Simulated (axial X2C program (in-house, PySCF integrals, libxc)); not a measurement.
**NSnO: bond lengths and stretches, held linear**

Aim: the two bond lengths and stretching wavenumbers of linear NSnO, with and without spin–orbit coupling, at PBE0, LDA.

Computed with an in-house X2C program for linear molecules on PySCF integrals. Level: all-electron X2C, two-component (2c) or spin-free, N dyall-av3z, Sn dyall-v3z, O dyall-av3z.

All values are calculated.

2 further runs of the same task are left out: 2 set aside as unsound or not needed.

### Step 1. Input

task.json reads:

```json
{
 "zs": [
  7,
  50,
  8
 ],
 "q": 0,
 "bas": [
  "dyall-av3z",
  "dyall-v3z",
  "dyall-av3z"
 ],
 "r0": [
  1.9,
  1.87
 ],
 "symm": 0,
 "scan": [
  "PBE0",
  "HF",
  "LDA"
 ],
 "levels": [
  "PBE0",
  "HF",
  "BHandHLYP"
 ],
 "nst": 2
}
```

Keys: zs atomic numbers; q charge; bas basis sets; r0 starting distance in Å; symm equal bonds; scan levels of the two-bond scan; levels methods; nst determinants followed.

Run with:

```
python solin.py task.json out
```

Masses N 14.003, Sn 119.902, O 15.995 u.

### Step 2. Scan at PBE0, 2c

State: Ω = 3/2 (beyond evenly filled blocks: ω = 3/2). Energies above the lowest point, from the job's result record:

```
r(N–Sn) (Å)  r(Sn–O) (Å)  E (meV)
     1.8817       1.7706    60.77
     1.8817       1.8160    24.59
     1.8817       1.8614    64.85
     1.9300       1.7706    37.20
     1.9300       1.8160     0.00
     1.9300       1.8614    39.37
     1.9300       1.9068   138.03
     1.9782       1.7706    65.92
     1.9782       1.8160    27.51
     1.9782       1.8614    65.71
     2.0265       1.8160    95.02
     2.0265       1.9068   227.69
```

A quadratic surface with cubic terms in each bond gives the minimum at 1.927 and 1.814 Å, force constants 3.64, 6.01 and coupling -0.09 mdyn/Å.

### Step 3. Scan at LDA, 2c

State: Ω = 3/2 (beyond evenly filled blocks: ω = 3/2). Energies above the lowest point, from the job's result record:

```csv
r(N–Sn) (Å),r(Sn–O) (Å),E (meV)
1.8817,1.7706,50.37
1.8817,1.8160,0.03
1.8817,1.8614,22.28
1.9300,1.7706,49.16
1.9300,1.8160,0.00
1.9300,1.8614,23.98
1.9300,1.9068,104.31
1.9782,1.7706,96.23
1.9782,1.8160,47.67
1.9782,1.8614,72.72
2.0265,1.8160,132.35
2.0265,1.9068,240.75
```

A quadratic surface with cubic terms in each bond gives the minimum at 1.905 and 1.823 Å, force constants 3.68, 5.49 and coupling 0.08 mdyn/Å.

### Step 4. Scan at PBE0, spin-free

State: M_S = 1/2, Λ = 1 (beyond evenly filled blocks: π+α, π+β, π-α). Energies above the lowest point, from the job's result record:

```
r(N–Sn) (Å)  r(Sn–O) (Å)  E (meV)
     1.8817       1.7706    59.71
     1.8817       1.8160    24.42
     1.8817       1.8614    65.43
     1.9300       1.7706    36.10
     1.9300       1.8160     0.00
     1.9300       1.8614    40.38
     1.9300       1.9068   140.01
     1.9782       1.7706    64.66
     1.9782       1.8160    27.52
     1.9782       1.8614    66.96
     2.0265       1.8160    94.97
     2.0265       1.9068   230.61
```

A quadratic surface with cubic terms in each bond gives the minimum at 1.927 and 1.813 Å, force constants 3.63, 6.02 and coupling -0.07 mdyn/Å.

### Step 5. Comparison

| level | r(N–Sn) (Å) | r(Sn–O) (Å) | lower stretch (cm⁻¹) | upper stretch (cm⁻¹) |
| --- | --- | --- | --- | --- |
| PBE0, 2c | 1.927 | 1.814 | 685.3 | 864.8 |
| LDA, 2c | 1.905 | 1.823 | 693.4 | 821.8 |
| PBE0, spin-free | 1.927 | 1.813 | 685.3 | 864.6 |
| LDA, spin-free | 1.905 | 1.823 | 694.2 | 820.5 |

Scans not shown above were run alike.

In words: Over the levels the N–Sn bond spans 1.905 to 1.927 Å and the Sn–O bond 1.813 to 1.823 Å. At PBE0 spin–orbit coupling leaves both bonds unchanged to 0.001 Å. Each state is one determinant, the lowest of a limited PBE0 search; the stretches come from a fit to few points and are good to some per cent at best. The molecule was held linear; bending was not examined, so a bent shape may lie lower. Note: functional without a current term on a determinant with orbital currents, of the molecule or an atom.
